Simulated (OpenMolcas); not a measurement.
# Ar³⁺: RASSCF and RASPT2 terms and fine-structure levels

Wanted: the level scheme of Ar³⁺ from active-space wave functions, then second-order correlation under several settings.

Method: state-averaged RASSCF and RASPT2, spin-orbit coupling by RASSI with atomic mean-field integrals. Code: OpenMolcas 26.06.

## (1) What is computed

```
Species                           : Ar³⁺ (argon, Z = 18, 15 electrons)
Basis                             : ANO-RCC-VQZP [6s5p3d2f1g], 59 functions
Scalar Hamiltonian                : DKH2, point nucleus
Inactive shells                   : 1s 2s 2p
Active space                      : 5 electrons in 9 orbitals (RAS2 3s 3p; RAS3 3d, at most 2 electrons)
Some configurations of this space : 3p5, 3s 3p4, 3s2 3p3
Orbitals                          : optimised for each spin and parity, averaged over the low roots
```

Outer shells as boxes (Hund's rule):

3p5
```
3p [↑↓][↑↓][↑ ]
```

3s 3p4
```
3s [↑ ]
3p [↑↓][↑ ][↑ ]
```

3s2 3p3
```
3s [↑↓]
3p [↑ ][↑ ][↑ ]
```

Each step is its own input file, run in one work folder so that later steps find the files of earlier ones. Labels, J, g values, rates, χT and fits are worked out afterwards by a script from the matrices that RASSI stores.

## (2) GATEWAY and SEWARD: basis and integrals

Input file a.inp:

```
&GATEWAY
Coord
1

Ar 0.0 0.0 0.0
Basis=ANO-RCC-VQZP
Group=XYZ
NoMove
AngMom=0.0 0.0 0.0
AMFI
&SEWARD
```

## (3) A small preliminary run for start orbitals

Input file a.inp:

```
&RASSCF
FileOrb=start.orb
Symmetry=2
Spin=4
nActEl=5 0 0
Inactive=2 3
Ras2=1 3
CIRoot=1 1 1
SDav=1
CIMx=300
Iter=120 100
PrWF=0.3
OrbListing=Nothing
MaxOrb=0
Atom
>>> COPY $Project.JobIph JOBPRE
```

## (4) RASSCF: quartets of odd parity, 1 root

Input file a.inp:

```
&RASSCF
FileOrb=start.orb
Symmetry=2
Spin=4
nActEl=5 0 2
Inactive=2 3
Ras2=1 3
Ras3=5 0
CIRoot=1 1 1
SDav=186
CIMx=300
Iter=120 100
PrWF=0.3
OrbListing=Nothing
MaxOrb=0
Thrs=2.0e-7 1.0e-1 5.0e-4
Atom
>>> COPY $Project.JobIph JOB001
```

## (5) RASSCF: doublets of odd parity, 11 roots

Input file a.inp:

```
&RASSCF
FileOrb=start.orb
Symmetry=2
Spin=2
nActEl=5 0 2
Inactive=2 3
Ras2=1 3
Ras3=5 0
CIRoot=11 11 1
SDav=381
CIMx=300
Iter=120 100
PrWF=0.3
OrbListing=Nothing
MaxOrb=0
Thrs=2.0e-7 1.0e-1 5.0e-4
Atom
>>> COPY $Project.JobIph JOB002
```

## (6) RASSCF: quartets of even parity, 3 roots

Input file a.inp:

```
&RASSCF
FileOrb=start.orb
Symmetry=1
Spin=4
nActEl=5 0 2
Inactive=2 3
Ras2=1 3
Ras3=5 0
CIRoot=3 3 1
SDav=198
CIMx=300
Iter=120 100
PrWF=0.3
OrbListing=Nothing
MaxOrb=0
Thrs=2.0e-7 1.0e-1 5.0e-4
Atom
>>> COPY $Project.JobIph JOB003
```

## (7) RASSCF: doublets of even parity, 9 roots

Input file a.inp:

```
&RASSCF
FileOrb=start.orb
Symmetry=1
Spin=2
nActEl=5 0 2
Inactive=2 3
Ras2=1 3
Ras3=5 0
CIRoot=9 9 1
SDav=354
CIMx=300
Iter=120 100
PrWF=0.3
OrbListing=Nothing
MaxOrb=0
Thrs=2.0e-7 1.0e-1 5.0e-4
Atom
>>> COPY $Project.JobIph JOB004
```

## (8) RASSI: spin-orbit coupling between the states

Input file a.inp:

```
&RASSI
NrOfJobIphs=4 1 11 3 9
1
1 2 3 4 5 6 7 8 9 10 11
1 2 3
1 2 3 4 5 6 7 8 9
IphNames
JOB001
JOB002
JOB003
JOB004
EJob
SpinOrbit
DIPRint=1.0
SOCoupling=1000.0
Subsets=2
MEES
Property=10
'ANGMOM' 1 'ANGMOM' 2 'ANGMOM' 3 'MLTPL  1' 1 'MLTPL  1' 2 'MLTPL  1' 3
'AMFI' 1 'AMFI' 2 'AMFI' 3 'MLTPL  2' 6
SOProperty=3
'ANGMOM' 1 'ANGMOM' 2 'ANGMOM' 3
```

## (9) CASPT2: IPEA 0.25, imaginary shift 0.1 (closed shells correlated: 2s 2p)

Input file a.inp:

```
>>> COPY JOB001 $Project.JobIph
&CASPT2
Multistate=1 1
Frozen=1 0
IPEA=0.25
Imaginary=0.1
MaxIter=60
WThr=0.0 0.3 0.05
PrWF=0.5
NoMix
>>> COPY JOB002 $Project.JobIph
&CASPT2
Multistate=11 1 2 3 4 5 6 7 8 9 10 11
Frozen=1 0
IPEA=0.25
Imaginary=0.1
MaxIter=60
WThr=0.0 0.3 0.05
PrWF=0.5
NoMix
>>> COPY JOB003 $Project.JobIph
&CASPT2
Multistate=3 1 2 3
Frozen=1 0
IPEA=0.25
Imaginary=0.1
MaxIter=60
WThr=0.0 0.3 0.05
PrWF=0.5
NoMix
>>> COPY JOB004 $Project.JobIph
&CASPT2
Multistate=9 1 2 3 4 5 6 7 8 9
Frozen=1 0
IPEA=0.25
Imaginary=0.1
MaxIter=60
WThr=0.0 0.3 0.05
PrWF=0.5
NoMix
```

## (10) CASPT2: IPEA 0.25, imaginary shift 0.3 (closed shells correlated: 2s 2p)

Edit a.inp of step 9 so:

```diff
@@ -5,3 +5,3 @@
 IPEA=0.25
-Imaginary=0.1
+Imaginary=0.3
 MaxIter=60
@@ -15,3 +15,3 @@
 IPEA=0.25
-Imaginary=0.1
+Imaginary=0.3
 MaxIter=60
@@ -25,3 +25,3 @@
 IPEA=0.25
-Imaginary=0.1
+Imaginary=0.3
 MaxIter=60
@@ -35,3 +35,3 @@
 IPEA=0.25
-Imaginary=0.1
+Imaginary=0.3
 MaxIter=60
```

(Steps that only read results are left out.)

What does the calculation give? Wanted: lowest level; first excited level; spin-orbit lowering of the lowest level; strongest of the lines computed, by gA, at RASSCF energies.

The runs gave:

| quantity | value |
| --- | --- |
| method | SS-RASPT2, IPEA 0.25, imaginary shift 0.1 (closed shells correlated: 2s 2p) |
| lowest level | 3s2 3p3 4S* 3/2, 100 % of that term, g = 2.002 |
| ground level listed by NIST | 4S°3/2 |
| first excited level | 3s2 3p3 2D* 3/2 at 21440 cm-1 |
| spin-orbit lowering of the lowest level | 33.0 cm-1 |
| strongest of the lines computed, by gA, at RASSCF energies | 3s 3p4 2D 5/2 → 3s2 3p3 2D* 5/2, 78.69 nm, A = 4.69e+08 s⁻¹ |

What each method costs and misses:

| method | time of its own steps | time with the reference | mean absolute difference from the measured levels (cm-1) |
| --- | --- | --- | --- |
| A. RASSCF | 17 s | 17 s | 3600 |
| B. SS-RASPT2, IPEA 0.25, imaginary shift 0.1, +2s 2p | 15 s | 32 s | 1200 |
| C. SS-RASPT2, IPEA 0.25, imaginary shift 0.3, +2s 2p | 15 s | 32 s | 1200 |

Times are of one thread on a shared host.

Second-order correlation (method B) scales the levels of the lowest configuration above 5000 cm⁻¹ by 0.85 to 0.90. Method B lies closest to the measured levels (1200 cm⁻¹ on average, level with C) and A farthest (3600). Only the configurations of the active space and the roots asked for are present. Not all states of the active space went into the spin-orbit step. CASPT2 does not keep the components of a term degenerate, and the means are used. The levels of the extra active shells were not computed. Levels of other configurations are missing from the list.
